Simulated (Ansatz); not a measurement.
# Al5Co2Ni3: the cost of one run

Computed with Ansatz 0.2.0 (DFT PBE, scalar-relativistic, plane waves, PAW, unless a step's input says otherwise).

## 1. The starting structure

Symmetry: P4/mmm, No. 123, tetragonal system. Conventional cell: a = 2.867 Å, b = 2.867 Å, c = 14.485 Å, α = 90.00°, β = 90.00°, γ = 90.00°. Al (site symmetry 4mm) is surrounded by 8 Ni at 2.50 to 2.51 Å and 6 Al at 2.87 to 2.93 Å. Al (site symmetry 4mm) has 4 Co at 2.48 Å and 4 Ni at 2.49 Å in its first shell of neighbours. Al (site symmetry 4/mmm) is surrounded by 8 Co at 2.48 Å and 6 Al at 2.85 to 2.87 Å. Co (site symmetry 4mm) has 8 Al at 2.48 Å in its first shell of neighbours. Ni (site symmetry 4mm) has 8 Al at 2.49 to 2.51 Å in its first shell of neighbours. Ni (site symmetry 4/mmm) is surrounded by 8 Al at 2.50 Å and 6 Ni at 2.87 to 2.94 Å.

As a file:

```cif
data_structure
_symmetry_space_group_name_H-M 'P 1'
_symmetry_Int_Tables_number 1
_cell_length_a 2.8673
_cell_length_b 2.8673
_cell_length_c 14.4846
_cell_angle_alpha 90.000
_cell_angle_beta 90.000
_cell_angle_gamma 90.000
_cell_volume 119.08
loop_
_atom_site_label
_atom_site_type_symbol
_atom_site_fract_x
_atom_site_fract_y
_atom_site_fract_z
_atom_site_occupancy
Al1 Al 0.50000 0.50000 0.89894 1
Al2 Al 0.50000 0.50000 0.10105 1
Al3 Al 0.50000 0.50000 0.30308 1
Al4 Al 0.50000 0.50000 0.50000 1
Al5 Al 0.50000 0.50000 0.69692 1
Co1 Co 0.00000 0.00000 0.40134 1
Co2 Co 0.00000 0.00000 0.59866 1
Ni1 Ni 0.00000 0.00000 0.79692 1
Ni2 Ni 0.00000 0.00000 0.00000 1
Ni3 Ni 0.00000 0.00000 0.20308 1
```

The cell was relaxed beforehand at this level, from a generated guess; it needn't be the stable form of this composition. At a tolerance of 0.05 Å it has space group P4/mmm (No. 123); it has 11.91 Å³/atom, an uncorrected energy of -0.62 eV/atom over the elements.

## 2. Bands, states and charges

File input.yaml:

```yaml
crystal:
  lattice:
    - [2.8672721, 0.0, 0.0]
    - [0.0, 2.8672721, 0.0]
    - [0.0, 0.0, 14.4845897]
  atoms:
    - { symbol: Al, position: [0.5, 0.5, 0.898945] }
    - { symbol: Al, position: [0.5, 0.5, 0.101055] }
    - { symbol: Al, position: [0.5, 0.5, 0.30308] }
    - { symbol: Al, position: [0.5, 0.5, 0.5] }
    - { symbol: Al, position: [0.5, 0.5, 0.69692] }
    - { symbol: Co, position: [0.0, 0.0, 0.401338] }
    - { symbol: Co, position: [0.0, 0.0, 0.598662] }
    - { symbol: Ni, position: [0.0, 0.0, 0.796924] }
    - { symbol: Ni, position: [0.0, 0.0, 0.0] }
    - { symbol: Ni, position: [0.0, 0.0, 0.203076] }
basis:
  ecutwfc: 420
kpoints:
  mp_grid: { grid: [14, 14, 4] }
  band_path:
    path:
      - [[0.0, 0.0, 0.0], [0.0, 0.5, 0.0], [0.5, 0.5, 0.0], [0.0, 0.0, 0.0], [0.0, 0.0, 0.5], [0.0, 0.5, 0.5], [0.5, 0.5, 0.5], [0.0, 0.0, 0.5]]
      - [[0.0, 0.5, 0.0], [0.0, 0.5, 0.5]]
      - [[0.5, 0.5, 0.0], [0.5, 0.5, 0.5]]
    npoints: 14
hamiltonian:
  xc: pbe
scf:
  occupations: { method: gaussian, width: 0.1 }
  n_extra_bands: 25
output:
  forces: true
  stress: true
  eigenvalues: true
  populations: true
  dos: { projected: true, de: 0.02, nscf_kmesh: { grid: [17, 17, 5] } }
  bader: true
  write_density: true
  write_potential: true
  elf: true
  volumetric_format: npy
checkpoint:
  read: start.run
  write: ck
  compress: false
  write_wavefunctions: false
  write_every: 100000
```

On the command line:

```
$ ansatz run input.yaml --threads 4 --pin off --max-ram 8192MiB --backend cpu --events-out ev --progress --plain --runs-dir out
```

What time and memory should one allow on 4 threads of Intel Xeon Platinum 8488C (Sapphire Rapids), shared host?

About 61 s, with a peak of 1.2 GiB.
